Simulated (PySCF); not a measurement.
# PrF3(H2O): other functionals and bases at one geometry

The task here is to estimate one member of a computed series from the others.

Computed with PySCF 2.14.0. Level: several levels, as the steps say, no spin–orbit coupling.

1 further run of the same task is left out (for a known fault of the program).

**The system as given**

7 atoms, charge 0, spin multiplicity 1.

Bond lengths: Pr1–F2 2.111 Å, Pr1–F3 2.108 Å, Pr1–F4 2.111 Å, Pr1–O5 2.549 Å, O5–H6 0.965 Å, O5–H7 0.965 Å. Angles: F2–Pr1–F3 115.8°, F2–Pr1–F4 118.0°, F2–Pr1–O5 100.3°, F3–Pr1–F4 115.8°, F3–Pr1–O5 102.1°, F4–Pr1–O5 100.3°, Pr1–O5–H6 126.8°, Pr1–O5–H7 126.8°, H6–O5–H7 106.3°.

Coordinates:

```mol
F3H2OPr
  3D, bonds by distance, orders not assigned

  7  6  0  0  0  0  0  0  0  0999 V2000
    0.0960   -0.0970    0.0970 Pr  0  0
    1.1480    1.3780    1.1810 F   0  0
   -1.3385   -1.1891    1.1891 F   0  0
    1.1480   -1.1810   -1.3780 F   0  0
   -1.3649    1.3798   -1.3798 O   0  0
   -1.7021    2.2587   -1.1662 H   0  0
   -1.7021    1.1662   -2.2587 H   0  0
  1  2  8  0
  1  3  8  0
  1  4  8  0
  1  5  8  0
  5  6  8  0
  5  7  8  0
M  END
```

Formal oxidation states: Pr +3. Each metal's 2 4f electrons lie in its core potential, so multiplicities, spins and levels count the valence alone. An earlier session relaxed this geometry at PBE0, Pr lcecp-1-SVP with ECP48, F def2-SVP, O def2-SVP, H def2-SVP (singlet, point group Cs).

At PBE0 on the finer grid: E = -408.444980 Eh, HOMO -9.15 eV, LUMO -1.10 eV, Mulliken charge on Pr1 +1.25 e, largest force component 0.005 eV/Å. 

Levels to run: BP86; r2SCAN; PBE0, TZVP. Hardware: 2 threads of Arm Neoverse V1, shared host.

The first run:

Contents of run.py (the lines that set the calculation):

```python
mol = gto.M(atom='''
Pr     0.09599    -0.09705     0.09705
F      1.14803     1.37805     1.18104
F     -1.33852    -1.18913     1.18913
F      1.14803    -1.18104    -1.37805
O     -1.36488     1.37976    -1.37976
H     -1.70208     2.25868    -1.16623
H     -1.70208     1.16623    -2.25868''',
    basis={'Pr': 'lcecp-1-SVP', 'F': 'def2-SVP', 'O': 'def2-SVP', 'H': 'def2-SVP'},
    ecp={'Pr': 'lcecp-1-SVP'},
    charge=0, spin=0)
mf = dft.RKS(mol, xc='B88,P86')
mf.grids.atom_grid = (75, 302)  # f atoms: unpruned, at least (60, 302)
mf = mf.density_fit()  # fitting sets: Pr AutoAux, F def2-universal-JKFIT, O def2-universal-JKFIT, H def2-universal-JKFIT
mf.conv_tol = 1e-08; mf.max_cycle = 55
mf.kernel(dm0)  # dm0: the density of the relaxed state
```

Run with:

```bash
$ OMP_NUM_THREADS=2 python run.py
```

Steps of the session up to this table: BP86; r2SCAN; PBE0, TZVP.

One table of the session follows, with a row left open; its other results are not shown here.

```
              level  HOMO (eV)  gap (eV)  charge on Pr1 (e)  dipole (D)  largest force component (eV/Å)
PBE0 (relaxed here)      -9.15      8.05               1.25        6.86                            0.00
               BP86      -7.32      5.59               1.04        6.67                            0.52
             r2SCAN          ?         ?                  ?           ?                               ?
         PBE0, TZVP      -9.38      8.00               1.65        6.87                            0.23
```

Q: Estimate the row for r2SCAN from the others.

As computed: HOMO (eV): -7.66; gap (eV): 6.48; charge on Pr1 (e): 1.21; dipole (D): 6.79; largest force component (eV/Å): 0.11. In the column «HOMO (eV)» it lies between PBE0 (relaxed here) (-9.15) and BP86 (-7.32).

In one basis the HOMO–LUMO gap runs from 5.59 eV (BP86) to 8.05 eV (PBE0). The largest leftover force, 0.52 eV/Å with BP86, stands at a geometry relaxed at another level. With 4f in the core, its levels are missing from HOMO and gap, and its count is fixed, so no charge can pass from the ligands into it. Total energies of different levels can't be compared.
